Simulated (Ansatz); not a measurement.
# C₂H₇OSb: up Jacob's ladder to CCSD(T)

One table from this session's results is given with a row withheld; the runs are named, their logs left out.

Computed with Ansatz 0.2.0, Gaussian basis. Level: functionals in def2-TZVPP, the program's frozen cores in correlated methods.

Levels to be run: LDA (SPW92), PBE-D4, revPBE-D4, BLYP-D4, r2SCAN-D4, B97M-V, PBE0-D4, B3LYP-D4, r2SCANh-D4, r2SCAN0-D4, HSE06-D4, BHLYP-D4, CAM-B3LYP-D4, LC-ωPBE, ωB97X-V, ωB97M-V, B2PLYP, PBE-QIDH; CCSD(T)/def2-SVP; CCSD(T)/def2-TZVPP; MP2/def2-QZVPP; extrapolation to the limit; RPA on PBE.

## Structure used throughout

An earlier PBE0-D4 in a triple-zeta def2 set relaxation fixed the geometry. Sb takes the def2 core potential; no spin-orbit term is included.

SMILES `C[O][SbH][CH3]`, 11 atoms, charge 0, spin multiplicity 1.

Atoms are counted from 1 here; the program's logs count them from 0.

Bond lengths: C1–O2 1.404 Å, C1–H5 1.099 Å, C1–H6 1.094 Å, C1–H7 1.099 Å, O2–Sb3 1.976 Å, Sb3–C4 2.151 Å, Sb3–H8 1.713 Å, C4–H9 1.090 Å, C4–H10 1.092 Å, C4–H11 1.090 Å. Angles: O2–C1–H5 112.4°, O2–C1–H6 108.0°, O2–C1–H7 112.8°, H5–C1–H6 107.7°, H5–C1–H7 107.9°, H6–C1–H7 107.8°, C1–O2–Sb3 117.7°, O2–Sb3–C4 95.7°, O2–Sb3–H8 91.6°, C4–Sb3–H8 92.9°, Sb3–C4–H9 109.8°, Sb3–C4–H10 109.8°, Sb3–C4–H11 108.6°, H9–C4–H10 109.0°, H9–C4–H11 109.9°, H10–C4–H11 109.7°.

The first run:

The input, in.yaml:

```yaml
crystal:
  periodic: [false, false, false]
  atoms:
    - {symbol: C, position_ang: [-1.502467, 1.329148, 0.112106]}
    - {symbol: O, position_ang: [-0.632745, 0.540673, 0.882892]}
    - {symbol: Sb, position_ang: [-0.317717, -1.320736, 0.298050]}
    - {symbol: C, position_ang: [1.603075, -0.940725, -0.592463]}
    - {symbol: H, position_ang: [-1.071233, 1.598903, -0.862225]}
    - {symbol: H, position_ang: [-1.692113, 2.256270, 0.660380]}
    - {symbol: H, position_ang: [-2.470852, 0.842506, -0.069873]}
    - {symbol: H, position_ang: [0.368560, -1.732112, 1.812708]}
    - {symbol: H, position_ang: [1.471951, -0.562466, -1.606172]}
    - {symbol: H, position_ang: [2.182116, -1.865425, -0.629658]}
    - {symbol: H, position_ang: [2.126827, -0.203036, 0.014654]}
basis:
  gaussian: {orbitals: def2-TZVPP}
hamiltonian: {xc: lda}
output: {orbitals: {seedname: orbitals}}
```

Command:

```console
ansatz run in.yaml --threads 4 --pin off --events-out ev --progress --plain --max-ram 10444MiB
```

Steps of the session up to this table: LDA; PBE-D4 (GGA); revPBE-D4 (GGA); BLYP-D4 (GGA); r2SCAN-D4 (meta-GGA); B97M-V (meta-GGA); B3LYP-D4 (hybrid); r2SCANh-D4 (hybrid); r2SCAN0-D4 (hybrid); HSE06-D4 (hybrid); BHLYP-D4 (hybrid); CAM-B3LYP-D4 (range-separated); LC-ωPBE (range-separated); ωB97X-V (range-separated); ωB97M-V (range-separated); B2PLYP (double hybrid); PBE-QIDH (double hybrid).

One table of the session follows, with a row left open; its other results are not shown here.

It belongs to the step «Orbital energies across the functionals». 

| functional | HOMO (eV) | gap (eV) |
| --- | --- | --- |
| LDA (SPW92) | -5.80 | 4.01 |
| PBE-D4 | -5.66 | 4.11 |
| revPBE-D4 | -5.60 | 4.16 |
| BLYP-D4 | -5.55 | 4.10 |
| r2SCAN-D4 | -5.92 | 4.62 |
| B97M-V | -5.99 | 4.59 |
| PBE0-D4 | -6.85 | 6.10 |
| B3LYP-D4 | -6.67 | 5.69 |
| r2SCANh-D4 | -6.38 | 5.35 |
| r2SCAN0-D4 | -7.02 | 6.42 |
| HSE06-D4 | -6.46 | 5.34 |
| BHLYP-D4 | -7.87 | 7.92 |
| CAM-B3LYP-D4 | -8.13 | 8.33 |
| LC-ωPBE | -9.36 | 10.70 |
| ωB97X-V | -9.07 | 10.26 |
| ωB97M-V | ? | ? |

**Question.** Estimate the row for ωB97M-V.

**Answer.** HOMO (eV): -8.99; gap (eV): 9.95. In the column «HOMO (eV)» it lies between ωB97X-V (-9.07) and CAM-B3LYP-D4 (-8.13).
